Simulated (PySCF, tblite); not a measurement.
# CH12GeOSi3, a small molecule taken as a stand-in for a surface group: NMR shifts, core binding energies and electronic excitations, part 2 of 2

tblite 0.8.0 and PySCF 2.14.0. Atoms count from 0, parts from 1.

## Step 5: Core-electron binding energies: SCAN, X2C

What the job is given:

```
{"job": {"kind": "xps", "holes": 5}, "charge": 0, "multiplicity": 1}
Ge     0.097908    -0.445864    -0.049276
Si     1.792532    -1.584353    -1.283487
Si    -1.668765     0.414409    -1.423424
O      0.955727     0.945349     0.710357
Si     0.471092     2.439502     1.227520
C     -0.623300    -1.527971     1.409647
H      2.353116    -0.689765    -2.340302
H      1.193763    -2.788218    -1.941621
H      2.889416    -2.028647    -0.370747
H     -1.138813     1.356537    -2.454514
H     -2.682698     1.122914    -0.581844
H     -2.337628    -0.731883    -2.115608
H     -0.271398     3.162592     0.143492
H     -0.440046     2.341958     2.413084
H      1.676929     3.230146     1.606709
H     -1.351638    -0.943390     1.990315
H      0.190362    -1.846642     2.077085
H     -1.125516    -2.421383     1.009264
```

With the program's defaults for keys left out, this is: delta-SCF UKS SCAN, pcX-2 on the ionised atom, pcseg-1 elsewhere, spin-free X2C.

The log of the run:

```text
ground state, core basis on atom 1 (Si), 211 functions
  cycle   1  E = -3084.60864638  |g| = 8.15e-01
  cycle   2  E = -3083.91840474  |g| = 1.94e+00
  cycle   3  E = -3084.73206863  |g| = 2.44e-01
  cycle   4  E = -3084.74518008  |g| = 1.08e-01
  cycle   5  E = -3084.74835650  |g| = 2.21e-02
  cycle   6  E = -3084.74854405  |g| = 4.74e-03
  cycle   7  E = -3084.74855492  |g| = 1.31e-03
  cycle   8  E = -3084.74855124  |g| = 4.45e-04
  E(ground) = -3084.93956059 Eh
hole in Si 2p of atom 1
  cycle   1  E = -3080.47882308  |g| = 1.23e+00
  cycle   2  E = -3079.92333070  |g| = 1.33e+00
  cycle   3  E = -3080.69360163  |g| = 4.26e-01
  cycle   4  E = -3080.79635518  |g| = 2.27e-01
  cycle   5  E = -3080.80978394  |g| = 1.25e-01
  cycle   6  E = -3080.81750835  |g| = 2.65e-02
  cycle   7  E = -3080.81788106  |g| = 8.52e-03
  cycle   8  E = -3080.81792308  |g| = 2.57e-03
  cycle   9  E = -3080.81792694  |g| = 5.08e-04
  cycle  10  E = -3080.81792745  |g| = 1.67e-04
  E(ion) = -3081.02026868 Eh   <S^2> = 0.7522   hole on atom = 1.002   binding energy = 106.649 eV
  2p3/2 = 106.445 eV   2p1/2 = 107.067 eV
ground state, core basis on atom 2 (Si), 211 functions
  cycle   1  E = -3084.74827683  |g| = 2.87e-01
  cycle   2  E = -3084.74837105  |g| = 3.30e-02
  cycle   3  E = -3084.74838394  |g| = 2.25e-02
  cycle   4  E = -3084.74848762  |g| = 8.00e-03
  cycle   5  E = -3084.74850101  |g| = 2.02e-03
  cycle   6  E = -3084.74850492  |g| = 4.32e-04
  E(ground) = -3084.93944884 Eh
hole in Si 2p of atom 2
  cycle   1  E = -3080.47715830  |g| = 1.23e+00
  cycle   2  E = -3080.05275492  |g| = 1.28e+00
  cycle   3  E = -3080.68554950  |g| = 4.72e-01
  cycle   4  E = -3080.79465383  |g| = 2.43e-01
  cycle   5  E = -3080.81189001  |g| = 1.06e-01
  cycle   6  E = -3080.81788101  |g| = 2.57e-02
  cycle   7  E = -3080.81825178  |g| = 7.28e-03
  cycle   8  E = -3080.81828183  |g| = 2.36e-03
  cycle   9  E = -3080.81828498  |g| = 4.53e-04
  E(ion) = -3081.02107792 Eh   <S^2> = 0.7527   hole on atom = 1.002   binding energy = 106.624 eV
  2p3/2 = 106.419 eV   2p1/2 = 107.042 eV
ground state, core basis on atom 3 (O), 200 functions
  cycle   1  E = -3084.69108089  |g| = 1.11e-01
  cycle   2  E = -3084.68804332  |g| = 1.44e-01
  cycle   3  E = -3084.69125785  |g| = 5.97e-02
  cycle   4  E = -3084.69188982  |g| = 8.13e-03
  cycle   5  E = -3084.69191466  |g| = 1.10e-03
  cycle   6  E = -3084.69191420  |g| = 2.04e-04
  E(ground) = -3084.92164037 Eh
hole in O 1s of atom 3
  cycle   1  E = -3064.10357848  |g| = 2.24e+00
  cycle   2  E = -3063.42797977  |g| = 2.31e+00
  cycle   3  E = -3064.87437216  |g| = 4.58e-01
  cycle   4  E = -3064.93316989  |g| = 2.05e-01
  cycle   5  E = -3064.95989318  |g| = 5.40e-02
  cycle   6  E = -3064.96136189  |g| = 1.76e-02
  cycle   7  E = -3064.96154808  |g| = 4.98e-03
  cycle   8  E = -3064.96156321  |g| = 1.61e-03
  cycle   9  E = -3064.96156437  |g| = 6.43e-04
  cycle  10  E = -3064.96156316  |g| = 1.07e-04
  E(ion) = -3065.19237447 Eh   <S^2> = 0.7635   hole on atom = 1.000   binding energy = 536.861 eV
ground state, core basis on atom 4 (Si), 211 functions
  cycle   1  E = -3084.75536813  |g| = 3.06e-01
  cycle   2  E = -3084.74834638  |g| = 2.21e-01
  cycle   3  E = -3084.74745033  |g| = 2.24e-01
  cycle   4  E = -3084.75741555  |g| = 1.92e-02
  cycle   5  E = -3084.75749022  |g| = 2.69e-03
  cycle   6  E = -3084.75749171  |g| = 1.07e-03
  cycle   7  E = -3084.75749144  |g| = 3.59e-04
  E(ground) = -3084.94848796 Eh
hole in Si 2p of atom 4
  cycle   1  E = -3080.48141006  |g| = 1.23e+00
  cycle   2  E = -3079.29631541  |g| = 1.48e+00
  cycle   3  E = -3080.59707265  |g| = 5.35e-01
  cycle   4  E = -3080.79064653  |g| = 1.56e-01
  cycle   5  E = -3080.79078915  |g| = 1.82e-01
  cycle   6  E = -3080.80291810  |g| = 4.50e-02
  cycle   7  E = -3080.80411561  |g| = 7.40e-03
  cycle   8  E = -3080.80415592  |g| = 2.52e-03
  cycle   9  E = -3080.80415803  |g| = 4.85e-04
  E(ion) = -3081.00669652 Eh   <S^2> = 0.7516   hole on atom = 1.003   binding energy = 107.262 eV
  2p3/2 = 107.023 eV   2p1/2 = 107.647 eV
ground state, core basis on atom 5 (C), 200 functions
  cycle   1  E = -3084.65723195  |g| = 6.07e-02
  cycle   2  E = -3084.65722952  |g| = 2.61e-02
  cycle   3  E = -3084.65729850  |g| = 2.28e-02
  cycle   4  E = -3084.65742408  |g| = 5.17e-03
  cycle   5  E = -3084.65743148  |g| = 1.80e-03
  cycle   6  E = -3084.65743306  |g| = 2.81e-04
  E(ground) = -3084.89017845 Eh
hole in C 1s of atom 5
  cycle   1  E = -3073.40921003  |g| = 1.51e+00
  cycle   2  E = -3072.67487276  |g| = 1.83e+00
  cycle   3  E = -3073.92934456  |g| = 3.79e-01
  cycle   4  E = -3073.94475693  |g| = 3.45e-01
  cycle   5  E = -3073.99203169  |g| = 7.94e-02
  cycle   6  E = -3073.99455820  |g| = 2.02e-02
  cycle   7  E = -3073.99480702  |g| = 5.63e-03
  cycle   8  E = -3073.99482737  |g| = 2.10e-03
  cycle   9  E = -3073.99483304  |g| = 7.77e-04
  cycle  10  E = -3073.99483572  |g| = 3.06e-04
  E(ion) = -3074.22633465 Eh   <S^2> = 0.7685   hole on atom = 1.000   binding energy = 290.178 eV
```

Run time: 69 s. Hardware: 1 thread of AMD EPYC 7R43, shared host; peak memory 0.75 GiB.

Binding energies by hole, beside the orbital energy of the ground state; the difference holds orbital relaxation and, for a density functional, its self-interaction error:

```
       hole  stands for                environment  ΔSCF (eV; 2p as the shell's mean)  −ε (eV)   ⟨S²⟩
Si2p on Si1         Si1  silicon bonded to Ge, 3 H                             106.65     96.3  0.752
Si2p on Si2         Si2  silicon bonded to Ge, 3 H                             106.63     96.3  0.753
  O1s on O3          O3    oxygen bonded to Ge, Si                             536.86    516.2  0.764
Si2p on Si4         Si4   silicon bonded to O, 3 H                             107.23     96.4  0.752
  C1s on C5          C5   carbon bonded to Ge, 3 H                             290.18    273.7  0.769
```

With the spin-orbit splitting: Si1 2p3/2 106.44, 2p1/2 107.07 eV; Si2 2p3/2 106.42, 2p1/2 107.04 eV; Si4 2p3/2 107.02, 2p1/2 107.65 eV. The table gives each 2p level as the mean over the whole 2p shell (two parts 2p3/2, one part 2p1/2), which differs a little from the single hole in the log.

## Step 6: Ultraviolet spectrum: CAM-B3LYP/def2-SVPD

Same as in step 5 but for these lines:

```diff
@@ -1,2 +1,2 @@
-{"job": {"kind": "xps", "holes": 5}, "charge": 0, "multiplicity": 1}
+{"job": {"kind": "uv", "xc": "CAM-B3LYP", "basis": "def2-SVPD", "nstates": 6, "ntriplets": 2, "ip": true}, "charge": 0, "multiplicity": 1}
 Ge     0.097908    -0.445864    -0.049276
```

Level: TDDFT CAM-B3LYP/def2-SVPD, vertical, gas phase, core orbitals frozen in the response.

The log of the run:

```text
coarse grid: 66680 points
cycle   1  E = -3065.4106986797  dE = -6.882e-01  |g| = 8.746e-01  |ddm| = 5.079e+00
cycle   2  E = -3065.2177575770  dE =  1.929e-01  |g| = 1.346e+00  |ddm| = 3.039e+00
cycle   3  E = -3065.5505646325  dE = -3.328e-01  |g| = 1.267e-01  |ddm| = 1.852e+00
cycle   4  E = -3065.5533027081  dE = -2.738e-03  |g| = 5.526e-02  |ddm| = 2.905e-01
cycle   5  E = -3065.5537946494  dE = -4.919e-04  |g| = 5.065e-03  |ddm| = 8.289e-02
cycle   6  E = -3065.5538031768  dE = -8.527e-06  |g| = 9.152e-04  |ddm| = 1.881e-02
final grid: 135696 points
cycle   7  E = -3065.5538001073  dE = -4.361e-07  |g| = 5.227e-04  |ddm| = 7.002e-03
cycle   8  E = -3065.5538001529  dE = -4.561e-08  |g| = 3.914e-04  |ddm| = 1.967e-03
cycle   9  E = -3065.5538001835  dE = -3.065e-08  |g| = 6.657e-05  |ddm| = 5.504e-04
cycle  10  E = -3065.5538001848  dE = -1.252e-09  |g| = 2.955e-05  |ddm| = 1.611e-04
cycle  11  E = -3065.5538001850  dE = -2.210e-10  |g| = 1.624e-05  |ddm| = 8.526e-05
converged SCF energy = -3065.5538001850

Static polarisability (au): isotropic 134.995, principal 125.011 132.832 147.143

Singlet excitations
state   eV       nm        f      main configurations
  1   5.9537    208.2   0.02253   H->L 0.89
  2   6.4040    193.6   0.00749   H-1->L 0.88
  3   6.5265    190.0   0.10880   H->L+1 0.73, H->L+3 0.10
  4   6.9287    178.9   0.00401   H->L+2 0.67, H->L+3 0.27
  5   7.1085    174.4   0.51719   H->L+3 0.55, H->L+2 0.21, H->L+1 0.14
  6   7.1663    173.0   0.04917   H-1->L+1 0.79

Triplet excitations (Tamm-Dancoff, eV): 5.3303 5.8124
Vertical ionisation energy (delta-SCF) = 9.3049 eV
```

It took 3.6 min on 1 thread of AMD EPYC 7R43, shared host; peak memory 1.3 GiB.

Frontier orbitals and where they lie:

```
orbital      eV                         atoms
 HOMO−3  -10.39   Si4 21 %, H12 18 %, O3 16 %
 HOMO−2  -10.30   O3 26 %, Si4 25 %, H14 20 %
 HOMO−1   -9.25    O3 28 %, C5 19 %, Ge0 16 %
   HOMO   -8.74  Ge0 25 %, Si2 21 %, Si1 18 %
   LUMO    0.40  Ge0 21 %, Si2 16 %, Si1 14 %
 LUMO+1    0.79  Si2 19 %, Si1 19 %, Ge0 16 %
 LUMO+2    0.82    Si2 17 %, Si1 16 %, C5 9 %
```

With each of the 6 states as a Gaussian band of 0.4 eV half-width at 1/e, the curve within the window shown has maxima at 175 nm (ε 24,000) L/(mol cm). Beyond the last state computed it falls off for lack of states. The curve at chosen wavelengths:

```
 nm  ε (L/mol/cm)
166         10587
169         17053
171         20710
174         23497
176         23192
179         20177
182         15837
184         13078
187          9772
189          8149
192          6339
195          4969
197          4202
200          3229
202          2696
205          2064
208          1595
210          1349
213          1045
215           872
218           648
221           462
223           360
226           237
228           175
231           107
```

Ground-state properties from the same run:

```
           property  computed
  dipole moment (D)      1.45
polarisability (Å³)     20.00
 HOMO–LUMO gap (eV)      9.14
      −ε(HOMO) (eV)      8.74
```

## Step 7: Summary of results

What follows sums up all 2 parts.

| quantity | value |
| --- | --- |
| point group | C1 |
| rotational constants (main isotopes) | 1.39, 0.92, 0.76 GHz |
| $^{13}$C shifts against TMS (PBE0/pcSseg-1) | 4.1 ppm |
| $^{1}$H shifts against TMS (PBE0/pcSseg-1) | 4.93, 4.92, 4.91, 3.89, 3.88, 3.78, 3.70, 3.47, 3.47, 1.07, 0.95, 0.16 ppm |
| $^{73}$Ge shifts against GeMe4 (PBE0/pcSseg-1) | 53 ppm |
| $^{29}$Si shifts against TMS (PBE0/pcSseg-1) | -36.1, -97.9, -101.2 ppm |
| $^{17}$O shifts against H2O (PBE0/pcSseg-1) | 1.9 ppm |
| Si2p binding energies, SCAN/pcX-2 | Si4 107.23, Si1 106.65, Si2 106.63 eV |
| O1s binding energies, SCAN/pcX-2 | O3 536.86 eV |
| C1s binding energies, SCAN/pcX-2 | C5 290.18 eV |
| lowest singlet (CAM-B3LYP/def2-SVPD) | 5.95 eV (208 nm), f = 0.023 |
| brightest single state of those computed | state 5, 7.11 eV, f = 0.517 |
| lowest triplet | 5.33 eV |
| vertical ionisation energy (ΔSCF) | 9.30 eV |

What this shows: Relaxing lowered the energy by 0.347 eV in 17 steps; the close pair that moved most is O3–Si4, from 1.599 to 1.654 Å (PBE0/def2-SVP). At PBE0/pcSseg-1: The widest tensor belongs to Ge0: span 392 ppm, with a paramagnetic part of -1484 ppm. The Si2p levels kept as sound span 0.60 eV, from Si2 (silicon bonded to Ge, 3 H) up to Si4 (silicon bonded to O, 3 H). The first singlet state (HOMO→LUMO 0.89) lies at 5.95 eV and is weak; of the 6 states computed, the strongest absorption comes from state 5 at 7.11 eV. The lowest triplet lies 0.62 eV below the lowest singlet (triplets in Tamm-Dancoff, singlets in full TDDFT). ΔSCF puts the ionisation energy at 9.30 eV, 0.56 eV above −ε(HOMO). Spin-orbit coupling is left out, which matters for shieldings and couplings at and beside the heavy atoms. A capped cluster stands for the solid here, so long-range fields and strain are missing, and bands or shifts of the capping hydrogens have no counterpart in it.
